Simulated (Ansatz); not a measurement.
## C2H5GeN, SMILES [CH]1=N[CH2][GeH2]1: a short molecular-dynamics run, step by step

Computed with the Python package of Ansatz (0.2.0).

At the Python prompt:
```pycon
>>> import ansatz
>>> import numpy as np
>>> mol = (
...     ansatz.Crystal.molecule()
...     .atom('C', (-0.6122, 0.3636, -1.066))
...     .atom('N', (0.6336, 0.6907, -1.1454))
...     .atom('C', (0.9634, 0.1243, 0.1126))
...     .atom('Ge', (-0.5329, -0.4503, 0.6653))
...     .atom('H', (-1.4875, 0.5813, -1.7713))
...     .atom('H', (1.7098, -0.7017, -0.0101))
...     .atom('H', (1.4228, 0.9059, 0.8118))
...     .atom('H', (-0.7546, -1.9795, 0.5644))
...     .atom('H', (-1.2538, 0.4194, 1.8216))
... )
>>> setup = (
...     mol.calculation()
...     .basis(gaussian='def2-SVP')
...     .functional('hf')
...     .md('nvt_langevin', timestep=0.5, steps=20, temperature=800, initial_velocities='maxwell_boltzmann', seed=65, friction=0.01)
... )
>>> frames = []
>>> setup.session().plan().execute(on_event=lambda e: frames.append(e['data']) if e['event'] == 'md_step' else None)
<ansatz.RunOutcome object at 0x...>
>>> print('t (fs)   E_pot (eV)      E_kin (eV)   T (K)   d(0-1) (A)')
t (fs)   E_pot (eV)      E_kin (eV)   T (K)   d(0-1) (A)
>>> for f in frames[::1]:
...     xyz = np.array(f['positions_ang'])
...     print(f'{f["time_fs"]:6.2f} {f["lagrangian_ev"]:14.5f} {f["e_kin_ev"]:10.5f} {f["temperature_k"]:8.1f} {np.linalg.norm(xyz[0] - xyz[1]):9.4f}')
...
  0.00   -60081.25764    0.82726    711.1    1.2905
  0.50   -60081.24109    0.84453    726.0    1.2860
  1.00   -60081.25918    0.85453    734.5    1.2811
  1.50   -60081.32080    0.95525    821.1    1.2763
  2.00   -60081.42538    1.07117    920.8    1.2714
  2.50   -60081.56992    1.26357   1086.2    1.2663
  3.00   -60081.73621    1.32254   1136.8    1.2619
  3.50   -60081.90475    1.41398   1215.5    1.2579
  4.00   -60082.07333    1.66070   1427.5    1.2538
  4.50   -60082.23300    1.73832   1494.3    1.2498
  5.00   -60082.38505    1.97868   1700.9    1.2459
  5.50   -60082.51512    2.06190   1772.4    1.2422
  6.00   -60082.60041    2.08155   1789.3    1.2392
  6.50   -60082.65114    2.12748   1828.8    1.2370
  7.00   -60082.68442    2.16084   1857.4    1.2355
  7.50   -60082.71428    2.10395   1808.5    1.2347
  8.00   -60082.76653    2.13321   1833.7    1.2347
  8.50   -60082.84440    2.14592   1844.6    1.2362
  9.00   -60082.91997    2.15133   1849.3    1.2387
  9.50   -60082.96231    2.19794   1889.3    1.2416
 10.00   -60082.95215    2.20766   1897.7    1.2447
>>> print('mean temperature', round(float(np.mean([f['temperature_k'] for f in frames])), 1), 'K')
mean temperature 1445.0 K
```

Notes:
- Total energies depend on the basis set; only differences at equal settings carry meaning.
- The trajectory is only some femtoseconds long, so its temperature is not equilibrated; where the script doesn't relax first, it starts from a rough generated geometry.
- The printed temperature counts all 3N degrees of freedom under Langevin dynamics, so the first row lies under the target.
- It ran for 50 s on 1 thread of Arm Neoverse V1 (shared host), peak memory 0.28 GiB.

(Lines on the test bed's own set-up are left out of the output.)
